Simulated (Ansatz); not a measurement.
CuHS, SMILES [SH][Cu], a rigid scan of one bond length

Program: the Ansatz DFT code, driven from Python.

Run as a notebook:

In [1]:
```python
import ansatz as az
import numpy as np
```

In [2]:
```python
config = {
    "basis_set": "def2-SVP",
    "xc": "cam_b3lyp",
}
```

In [3]:
```python
GEOMETRY = """
S    -0.39900    0.37700   -0.18580
Cu    1.54520    0.26570    0.87730
H    -1.15710   -0.70750   -0.70470
"""
```

In [4]:
```python
mol = az.Crystal.molecule()
for line in GEOMETRY.strip().splitlines():
    symbol, *xyz = line.split()
    mol = mol.atom(symbol, [float(v) for v in xyz])
```

In [5]:
```python
symbols = [site.symbol for site in mol.cartesian_sites]
start = np.array([site.position_ang for site in mol.cartesian_sites])
axis = (start[1] - start[0]) / np.linalg.norm(start[1] - start[0])
moving = [1]
lengths, energies = [1.952, 2.041, 2.13, 2.219, 2.307, 2.396, 2.485, 2.618], []
for length in lengths:
    xyz = start.copy()
    xyz[moving] += (length - np.linalg.norm(start[1] - start[0])) * axis
    point = az.Crystal.molecule()
    for symbol, place in zip(symbols, xyz):
        point = point.atom(symbol, place.tolist())
    model = (
        point.calculation()
        .basis(gaussian=config["basis_set"])
        .functional(config["xc"])
    )
    r = model.run().report
    energies.append(r["free_energy_ev"])
    print(f"r = {length:6.3f} A  E = {energies[-1]:.5f} eV  <S^2> = {abs(r['mean_field']['state']['spin_squared']):.3f}")
```
```text
r =  1.952 A  E = -55485.11273 eV  <S^2> = 0.000
r =  2.041 A  E = -55485.27275 eV  <S^2> = 0.000
r =  2.130 A  E = -55485.29984 eV  <S^2> = 0.000
r =  2.219 A  E = -55485.23766 eV  <S^2> = 0.000
r =  2.307 A  E = -55485.11861 eV  <S^2> = 0.000
r =  2.396 A  E = -55484.96137 eV  <S^2> = 0.000
r =  2.485 A  E = -55484.78212 eV  <S^2> = 0.000
r =  2.618 A  E = -55484.49492 eV  <S^2> = 0.000
```

In [6]:
```python
fit = np.polynomial.Polynomial.fit(lengths, np.array(energies) - min(energies), 4).convert()
roots = [r.real for r in fit.deriv().roots() if abs(r.imag) < 1e-9 and fit.deriv(2)(r.real) > 0]
r_e = min(roots, key=lambda r: abs(r - lengths[int(np.argmin(energies))]))
print(f"minimum of the fit at {r_e:.4f} A, force constant {fit.deriv(2)(r_e):.2f} eV/A^2")
```
```text
minimum of the fit at 2.1087 A, force constant 12.49 eV/A^2
```

Total energies depend on the basis set; only differences at equal settings carry meaning. The rest of the molecule is held rigid at a force-field or estimated start geometry, and the basis set is modest; single-reference methods fail as a bond breaks. The orbitals are restricted, so S² is zero by construction. Wall time of the script: 4.8 s on 1 thread of AMD EPYC 9R45 96-Core Processor (Zen 5) (shared host), peak memory 0.19 GiB.

(Lines on the test bed's own set-up are left out of the output.)
